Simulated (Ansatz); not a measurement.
# C₂H₂ClO₂Si radical: small, medium and large basis sets

The task here is to estimate one member of a computed series from the others.

Program: Ansatz 0.2.0, Gaussian basis. Level of theory: one geometry, several basis sets. These are calculated values, not measurements.

The runs, in order: PBE0-D4/def2-SVP; ωB97M-V/def2-SVP; PBE0-D4/def2-QZVPP; ωB97M-V/def2-QZVPP; the functionals' def2-TZVPP values are taken from earlier runs.

### Structure used throughout

An earlier PBE0-D4 in a triple-zeta def2 set relaxation fixed the geometry.

8 atoms, charge 0, spin multiplicity 2.

Atoms are counted from 1 here; the program's logs count them from 0.

Bond lengths: C1–C2 1.211 Å, C2–Si3 1.816 Å, Si3–O4 1.623 Å, Si3–O5 1.625 Å, Si3–Cl6 2.033 Å, O4–H7 0.959 Å, O5–H8 0.959 Å. Angles: C1–C2–Si3 177.1°, C2–Si3–O4 105.4°, C2–Si3–O5 111.0°, C2–Si3–Cl6 110.5°, O4–Si3–O5 114.3°, O4–Si3–Cl6 110.9°, O5–Si3–Cl6 104.9°, Si3–O4–H7 118.3°, Si3–O5–H8 117.6°.

The first run:

Contents of in.yaml:

```yaml
crystal:
  periodic: [false, false, false]
  atoms:
    - {symbol: C, position_ang: [1.429354, -1.477338, 1.968164]}
    - {symbol: C, position_ang: [0.859133, -0.753792, 1.182340]}
    - {symbol: Si, position_ang: [-0.068739, 0.277600, 0.010817]}
    - {symbol: O, position_ang: [0.827705, 0.307554, -1.341878]}
    - {symbol: O, position_ang: [-1.575483, -0.292869, -0.198979]}
    - {symbol: Cl, position_ang: [-0.317016, 2.152035, 0.756466]}
    - {symbol: H, position_ang: [0.609905, 0.952093, -2.017744]}
    - {symbol: H, position_ang: [-1.672658, -1.222484, -0.415083]}
basis:
  gaussian: {orbitals: def2-SVP}
magnetization: {spin_polarized: true, initial_magnetization: 1}
hamiltonian: {xc: pbe0, dispersion: d4}
output: {orbitals: {seedname: orbitals}}
```

Launch:

```bash
ansatz run in.yaml --threads 2 --pin off --events-out ev --progress --plain --max-ram 31744MiB --backend cpu
```

Steps of the session up to this table: PBE0-D4 in def2-SVP; ωB97M-V in def2-SVP; PBE0-D4 in def2-QZVPP; ωB97M-V in def2-QZVPP.

One table of the session follows, with a row left open; its other results are not shown here.

```
functional       basis  HOMO (eV)  LUMO (eV)
   PBE0-D4    def2-SVP      -8.56      -4.77
   PBE0-D4  def2-TZVPP      -8.66      -4.95
   PBE0-D4  def2-QZVPP          ?          ?
   ωB97M-V    def2-SVP     -10.77      -2.84
   ωB97M-V  def2-TZVPP     -10.91      -3.13
   ωB97M-V  def2-QZVPP     -10.94      -3.19
```

Estimate the missing values for PBE0-D4, def2-QZVPP.

The run gave: HOMO (eV): -8.69; LUMO (eV): -4.97. In the column «HOMO (eV)» it lies between ωB97M-V, def2-SVP (-10.77) and PBE0-D4, def2-TZVPP (-8.66).
